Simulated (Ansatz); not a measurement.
# Sc4Al: the cost of one run

Method: DFT PBE, scalar-relativistic, plane waves, PAW, in Ansatz 0.2.0.

1 further run of the same task is left out (it didn't finish).

### Step 1. The starting structure

It takes space group I4/m (No. 87, tetragonal). Conventional cell: a = 7.069 Å, b = 7.069 Å, c = 4.473 Å, α = 90.00°, β = 90.00°, γ = 90.00°. Sc (site symmetry m) is surrounded by 9 Sc at 3.09 to 3.21 Å and 3 Al at 3.11 to 3.18 Å. Al (site symmetry 4/m) has 12 Sc at 3.11 to 3.18 Å as nearest neighbours.

As a file:

```
Sc Al
1.0
    -3.53455    3.53455    2.23650
     3.53455   -3.53455    2.23650
     3.53455    3.53455   -2.23650
Sc Al
4 1
Direct
  0.80086 0.39155 0.19241
  0.39155 0.19914 0.59069
  0.60845 0.80086 0.40930
  0.19914 0.60845 0.80759
  0.00000 0.00000 0.00000
```

The start is the relaxed end of an invented cell (made as: elements ordered on the sites of the Nd type, Al/Sc on Nd (I4/m, No. 87)), taken up again for a closer look.

### Step 2. A first look at the guess

input.yaml reads:

```yaml
crystal:
  lattice:
    - [-3.534551, 3.534551, 2.236502]
    - [3.534551, -3.534551, 2.236502]
    - [3.534551, 3.534551, -2.236502]
  atoms:
    - { symbol: Sc, position: [0.800859, 0.391554, 0.192413] }
    - { symbol: Sc, position: [0.391554, 0.199141, 0.590695] }
    - { symbol: Sc, position: [0.608446, 0.800859, 0.409305] }
    - { symbol: Sc, position: [0.199141, 0.608446, 0.807587] }
    - { symbol: Al, position: [0.0, 0.0, 0.0] }
basis:
  ecutwfc: 420
kpoints:
  mp_grid: { grid: [4, 4, 4] }
hamiltonian:
  xc: pbe
scf:
  occupations: { method: gaussian, width: 0.1 }
  lower_state_search: "off"
output:
  forces: true
  stress: true
  eigenvalues: true
```

Launch:

```bash
$ ansatz run input.yaml --threads 1 --pin off --max-ram 3072MiB --backend cpu --events-out ev --progress --plain --runs-dir out
```

Q: Estimate wall time and peak memory on 1 thread of Arm Neoverse V2, shared host.

About 2.4 s, with a peak of 0.37 GiB.
